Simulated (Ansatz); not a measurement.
# HCl: the cost of one run

Method: DFT PBEsol, plane waves, PAW, scalar-relativistic, no spin polarisation, in Ansatz 0.2.0.

**1. The starting structure**

The cell holds 24 atoms (Cl12H12): a = 8.490 Å, b = 8.490 Å, c = 8.490 Å, α = 90.00°, β = 90.00°, γ = 90.00°.

The coordinates stand in the first input below.

**2. Relaxing the start**

input.yaml reads:

```yaml
crystal:
  lattice:
    - [8.490185, 0.0, 0.0]
    - [0.0, 8.490185, 0.0]
    - [0.0, 0.0, 8.490185]
  atoms:
    - { symbol: Cl, position: [0.291788, 0.3617903, 0.3076873] }
    - { symbol: H, position: [0.4143979, 0.4494683, 0.3048821] }
    - { symbol: Cl, position: [0.126299, 0.7678975, 0.1796514] }
    - { symbol: H, position: [0.144818, 0.74451, 0.0318727] }
    - { symbol: Cl, position: [0.6535425, 0.3041251, 0.3970301] }
    - { symbol: H, position: [0.7816104, 0.2804239, 0.4729601] }
    - { symbol: Cl, position: [0.9006367, 0.565812, 0.85739] }
    - { symbol: H, position: [0.8790798, 0.4336582, 0.788114] }
    - { symbol: Cl, position: [0.4809007, 0.8346315, 0.8923817] }
    - { symbol: H, position: [0.3941412, 0.7750426, 0.7844445] }
    - { symbol: Cl, position: [0.0491845, 0.9234811, 0.706851] }
    - { symbol: H, position: [0.0086457, 0.9745201, 0.5709094] }
    - { symbol: Cl, position: [0.2464703, 0.3784705, 0.86729] }
    - { symbol: H, position: [0.1246381, 0.2949544, 0.8974642] }
    - { symbol: Cl, position: [0.5494496, 0.7831046, 0.3860133] }
    - { symbol: H, position: [0.4083247, 0.8265556, 0.4164154] }
    - { symbol: Cl, position: [0.607908, 0.3844356, 1.0370708] }
    - { symbol: H, position: [0.6594029, 0.4080539, 0.8973606] }
    - { symbol: Cl, position: [0.4513765, 0.0892224, 0.6036207] }
    - { symbol: H, position: [0.5890893, 0.0670452, 0.5464206] }
    - { symbol: Cl, position: [0.910079, 0.1411586, 0.1295053] }
    - { symbol: H, position: [0.919638, 0.1349748, -0.020824] }
    - { symbol: Cl, position: [0.2642617, 0.6317766, 0.5673556] }
    - { symbol: H, position: [0.3265143, 0.7643362, 0.6031472] }
basis:
  ecutwfc: 420.0
kpoints:
  mp_grid: { grid: [1, 1, 1] }
hamiltonian:
  xc: pbesol
scf:
  occupations: { method: fermi_dirac, width: 0.02 }
  lower_state_search: "off"
relax:
  f_tol: 0.3
  max_steps: 15
  adjacent_minimum: "off"
```

The run is started by

```console
ansatz run input.yaml --threads 1 --pin off --max-ram 3072MiB --backend cpu --events-out ev --progress --plain --runs-dir out
```

Q: Estimate wall time and peak memory on 1 thread of Intel Xeon Platinum 8259CL at 2.50GHz (Skylake/Cascade Lake), shared host.

About 41 s, with a peak of 0.53 GiB.
